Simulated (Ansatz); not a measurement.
## BClH₆NP, SMILES [NH3+][BH-](P)Cl: a ladder of methods at one geometry

Run with the Python package of Ansatz (0.2.0).

`bclh6np.py`
```python
# -*- coding: utf-8 -*-
"""One geometry of BClH6NP, method by method."""

from dataclasses import dataclass

import ansatz as az


@dataclass(frozen=True)
class Options:
    basis_set: str = "cc-pVDZ"


opts = Options()

geometry_ang = [
    ("N", (-0.7512, -0.702, 0.2995)),
    ("B", (-0.2881, 0.6982, -0.1345)),
    ("P", (1.6521, 0.7646, -0.2863)),
    ("Cl", (-1.0426, 1.1328, -1.7738)),
    ("H", (-0.3281, -0.9445, 1.2236)),
    ("H", (-0.466, -1.4122, -0.4121)),
    ("H", (-1.792, -0.7088, 0.3924)),
    ("H", (-0.6383, 1.5011, 0.6744)),
    ("H", (1.8917, 0.1672, 1.016)),
    ("H", (1.7624, -0.4965, -0.9991)),
]
mol = az.Crystal.molecule()
for symbol, xyz in geometry_ang:
    mol = mol.atom(symbol, xyz)

calculation = (
    mol.calculation()
    .basis(gaussian=opts.basis_set)
    .accuracy("high")
)

methods = ["mp2", "ccsd", "ccsd_t"]
batch = az.Session.batch([calculation.correlation(m).input() for m in methods])
reports = sorted(batch.plan().execute().molecular_reports, key=lambda each: each["member"])
print(f"Hartree-Fock reference {reports[0]['reference_energy_ev'] / 27.211386246:.6f} Ha")
best = reports[-1]["free_energy_ev"] - reports[-1]["reference_energy_ev"]
for method, each in zip(methods, reports):
    gained = each["free_energy_ev"] - each["reference_energy_ev"]
    print(f"{method:8s} total {each['free_energy_ev'] / 27.211386246:.6f} Ha  correlation {gained:9.4f} eV  ({100 * gained / best:.1f} % of the last)")
```

```console
$ python bclh6np.py
Hartree-Fock reference -882.922778 Ha
mp2      total -883.468964 Ha  correlation  -14.8625 eV  (88.4 % of the last)
ccsd     total -883.524826 Ha  correlation  -16.3826 eV  (97.4 % of the last)
ccsd_t   total -883.540871 Ha  correlation  -16.8192 eV  (100.0 % of the last)
```

The settings weren't tested for convergence. The geometry is a force-field or estimated start, not a minimum of this method, and the basis set is short of its limit. A lower total doesn't mark the better method: functionals have no common bound, and MP2 and coupled cluster aren't variational. Inner cores stay frozen, so this is valence correlation. For Al to Cl the sets with a tight d function, cc-pV(X+d)Z, are usual.
